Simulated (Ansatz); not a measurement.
# Cl₂H₅NO₂Si₂: one species, many methods

How much do the methods differ for Cl₂H₅NO₂Si₂? The plan is to run it at one geometry with functionals of several rungs and with coupled cluster. The yardstick is the atomisation energy at the CCSD(T) limit.

Method: functionals in def2-TZVPP, the program's frozen cores in correlated methods; program: Ansatz 0.2.0, Gaussian basis.

The runs, in order: PBE-D4, r2SCAN-D4, PBE0-D4, B3LYP-D4, ωB97X-V, ωB97M-V, B2PLYP; CCSD(T)/def2-TZVPP; MP2/def2-QZVPP; extrapolation to the limit.

### Step 1. The geometry

All runs share one geometry, relaxed beforehand with PBE0-D4 in a triple-zeta def2 set.

SMILES `O[Si](O)(Cl)N[SiH2]Cl`, 12 atoms, charge 0, spin multiplicity 1.

Atoms are counted from 1 here; the program's logs count them from 0.

Bond lengths: O1–Si2 1.622 Å, O1–H8 0.959 Å, Si2–O3 1.630 Å, Si2–Cl4 2.051 Å, Si2–N5 1.706 Å, O3–H9 0.959 Å, N5–Si6 1.715 Å, N5–H10 1.012 Å, Si6–Cl7 2.067 Å, Si6–H11 1.479 Å, Si6–H12 1.474 Å. Angles: Si2–O1–H8 116.8°, O1–Si2–O3 106.3°, O1–Si2–Cl4 113.1°, O1–Si2–N5 107.8°, O3–Si2–Cl4 108.3°, O3–Si2–N5 115.8°, Cl4–Si2–N5 105.8°, Si2–O3–H9 117.6°, Si2–N5–Si6 129.4°, Si2–N5–H10 114.1°, Si6–N5–H10 114.6°, N5–Si6–Cl7 111.2°, N5–Si6–H11 107.6°, N5–Si6–H12 112.1°, Cl7–Si6–H11 107.4°, Cl7–Si6–H12 105.9°, H11–Si6–H12 112.5°.

As a file:

```
O    -0.42774    0.24687   -2.46990
Si   -0.28442   -0.42132   -0.99909
O     0.62734   -1.75841   -1.19176
Cl   -2.08420   -0.97927   -0.19018
N     0.34828    0.76421    0.05145
Si    0.09141    0.97776    1.73375
Cl    0.69256   -0.68756    2.80074
H    -0.45921   -0.35352   -3.21707
H     0.74414   -2.33045   -0.43081
H     1.15210    1.25649   -0.31745
H     0.93326    2.11183    2.17322
H    -1.33353    1.17336    2.05711
```

### Step 2. PBE-D4 (GGA)

in.yaml

```yaml
crystal:
  periodic: [false, false, false]
  atoms:
    - {symbol: O, position_ang: [-0.427739, 0.246871, -2.469897]}
    - {symbol: Si, position_ang: [-0.284416, -0.421318, -0.999087]}
    - {symbol: O, position_ang: [0.627337, -1.758412, -1.191757]}
    - {symbol: Cl, position_ang: [-2.084203, -0.979265, -0.190179]}
    - {symbol: N, position_ang: [0.348284, 0.764208, 0.051446]}
    - {symbol: Si, position_ang: [0.091415, 0.977755, 1.733751]}
    - {symbol: Cl, position_ang: [0.692561, -0.687565, 2.800743]}
    - {symbol: H, position_ang: [-0.459211, -0.353518, -3.217071]}
    - {symbol: H, position_ang: [0.744140, -2.330445, -0.430810]}
    - {symbol: H, position_ang: [1.152095, 1.256489, -0.317453]}
    - {symbol: H, position_ang: [0.933263, 2.111832, 2.173217]}
    - {symbol: H, position_ang: [-1.333526, 1.173358, 2.057107]}
basis:
  gaussian: {orbitals: def2-TZVPP}
hamiltonian: {xc: pbe, dispersion: d4}
output: {forces: true, orbitals: {seedname: orbitals}}
```

Launch:

```sh
> ansatz run in.yaml --threads 2 --pin off --events-out ev --progress --plain --max-ram 22528MiB --backend cuda --devices 0, --max-vram 18GiB
```

After this run come: r2SCAN-D4 (meta-GGA); PBE0-D4 (hybrid); B3LYP-D4 (hybrid); ωB97X-V (range-separated); ωB97M-V (range-separated); B2PLYP (double hybrid); CCSD(T) in def2-TZVPP; MP2 in def2-QZVPP.

**Question.** What will the summary of the whole plan be? Wanted: atomisation energy, CCSD(T)/CBS; farthest; mean size of error, hybrid; mean size of error, range-separated; gap, smallest and largest; T1 diagnostic; triples share of the correlation energy.

The runs gave:

```
                               quantity                                 value
        atomisation energy, CCSD(T)/CBS                         4497.6 kJ/mol
 functionals within 22.5 kJ/mol (0.5 %)   PBE-D4, r2SCAN-D4, ωB97X-V, ωB97M-V
                               farthest                 B2PLYP (-95.9 kJ/mol)
             mean size of error, hybrid                           60.0 kJ/mol
    mean size of error, range-separated                            3.4 kJ/mol
              gap, smallest and largest  6.33 eV (PBE-D4), 13.03 eV (ωB97X-V)
                          T1 diagnostic                                0.0104
triples share of the correlation energy                                 3.8 %
```

In words: PBE-D4 is off by +16.6 kJ/mol. Double hybrids carry the basis error of their MP2 part in triple zeta, and no dispersion term here, so their miss is partly the set-up's. The reference freezes the cores and leaves out relativity and excitations past (T), so misses under about 22.5 kJ/mol can't be ranked. Hartree-Fock recovers 71 % of the binding; the rest is correlation. Orbital gaps span 6.3 to 13.0 eV; exact exchange widens them.
